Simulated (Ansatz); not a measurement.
# ZrInTe3: the cost of one run

Method: DFT PBE, scalar-relativistic, plane waves, PAW, unless a step names another level, in Ansatz 0.2.0.

16 further runs of the same task are left out: 1 that didn't finish, 15 set aside as unsound or not needed.

### Step 1. What the formula suggests

Pauling electronegativities: Zr 1.33, In 1.78, Te 2.10 (spread 0.77). The formula balances with common oxidation states: In +3, Zr +3, Te -2, a formal count that means little at so small a spread. Tabulated atomic sizes suggest about 28 Å³/atom. 25 candidates were drawn, by swapping species into database cells of other compounds, at random by space group and Wyckoff sites, or by hand, as the table says:

| name | made from | space group no. | Wyckoff sites | atoms (primitive cell) | V (Å³/atom) |
| --- | --- | --- | --- | --- | --- |
| c01 | random | 65 | Zr 2d; In 2a; Te 2b, 4k | 5 | 33.8 |
| c02 | random | 123 | Zr 1a; In 1d; Te 1b, 2h | 5 | 33.9 |
| c03 | database cell of LaAl3Cu | 107 | Zr 2a; In 2a; Te 2a, 4b | 5 | 31.5 |
| c04 | database cell of CsInBr3 | 99 | Zr 1b; In 1a; Te 2c, 1a | 5 | 29.8 |
| c05 | database cell of RbInBr3 | 8 | Zr 2a; In 2a; Te 4b, 2a | 5 | 32.2 |
| c06 | random | 71 | Zr 2a; In 2d; Te 4i, 2b | 5 | 30.5 |
| c07 | random | 71 | Zr 2b; In 2a; Te 4j, 2d | 5 | 35.5 |
| c08 | built by hand: Bi2Te3, cation-ordered | 160 | Zr 3a; In 3a; Te 3a, 3a, 3a | 5 | 27.8 |
| c09 | random | 166 | Zr 3a; In 3b; Te 9d | 5 | 34.4 |
| c10 | built by hand: In-intercalated ZrTe3 | 11 | Zr 2e; In 2e; Te 2e, 2e, 2e | 10 | 27.8 |
| c11 | random | 191 | Zr 1b; In 1a; Te 3g | 5 | 28.2 |
| c12 | built by hand: BaNiO3 (2H perovskite) | 194 | Zr 2a; In 2d; Te 6h | 10 | 27.8 |
| c13 | built by hand: CrSiTe3 (Cr2Ge2Te6) | 148 | Zr 6c; In 6c; Te 18f | 10 | 27.7 |
| c14 | database cell of CsSeBr3 | 6 | Zr 1a; In 1b; Te 1b, 1a, 1a | 5 | 27.5 |
| c15 | built by hand: alpha-In2Se3, ordered | 160 | Zr 3a; In 3a; Te 3a, 3a, 3a | 5 | 27.8 |
| c16 | random | 191 | Zr 1a; In 1b; Te 3f | 5 | 32.3 |
| c17 | database cell of KCrF3 | 123 | Zr 1d; In 1a; Te 1b, 2f | 5 | 27.3 |
| c18 | random | 221 | Zr 1b; In 1a; Te 3d | 5 | 35.5 |
| c19 | random | 187 | Zr 1a; In 1b; Te 1d, 1e, 1c | 5 | 33.3 |
| c20 | database cell of Nd3PbN | 221 | Zr 1a; In 1b; Te 3c | 5 | 29.2 |
| c21 | database cell of CsMgCl3 | 194 | Zr 2a; In 2d; Te 6h | 10 | 26.8 |
| c22 | database cell of SrHfO3 | 99 | Zr 1a; In 1b; Te 2c, 1a | 5 | 26.9 |
| c23 | random | 71 | Zr 2d; In 2a; Te 4i, 2c | 5 | 32.1 |
| c24 | database cell of KNbO3 | 38 | Zr 2a; In 2b; Te 2b, 4d | 5 | 23.7 |
| c25 | database cell of NbAgO3 | 127 | Zr 2a; In 2c; Te 2b, 4g | 10 | 29.3 |

### Step 2. Screening run of c09

The input, input.yaml:

```yaml
crystal:
  lattice:
    - [3.12604861, 1.80482501, 5.08501242]
    - [-3.12604861, 1.80482501, 5.08501242]
    - [0.0, -3.60965001, 5.08501242]
  atoms:
    - { symbol: Zr, position: [0.0, 0.0, 0.0] }
    - { symbol: In, position: [0.5, 0.5, 0.5] }
    - { symbol: Te, position: [0.0, 0.0, 0.5] }
    - { symbol: Te, position: [0.5, 0.0, 0.0] }
    - { symbol: Te, position: [0.0, 0.5, 0.0] }
basis:
  ecutwfc: 420
kpoints:
  mp_grid: { grid: [3, 3, 3] }
hamiltonian:
  xc: pbe
scf:
  occupations: { method: gaussian, width: 0.2 }
  lower_state_search: "off"
output:
  forces: true
  stress: true
  eigenvalues: true
relax:
  adjacent_minimum: "off"
  f_tol: 0.08
  max_steps: 16
  cell: { stress_tol: 0.8 }
```

Command:

```
$ ansatz run input.yaml --threads 1 --pin off --max-ram 2560MiB --backend cpu --events-out ev --progress --plain --runs-dir out
```

What time and memory should one allow on 1 thread of AMD EPYC 9R45 (Zen 5), shared host?

About 15 s, with a peak of 0.52 GiB.
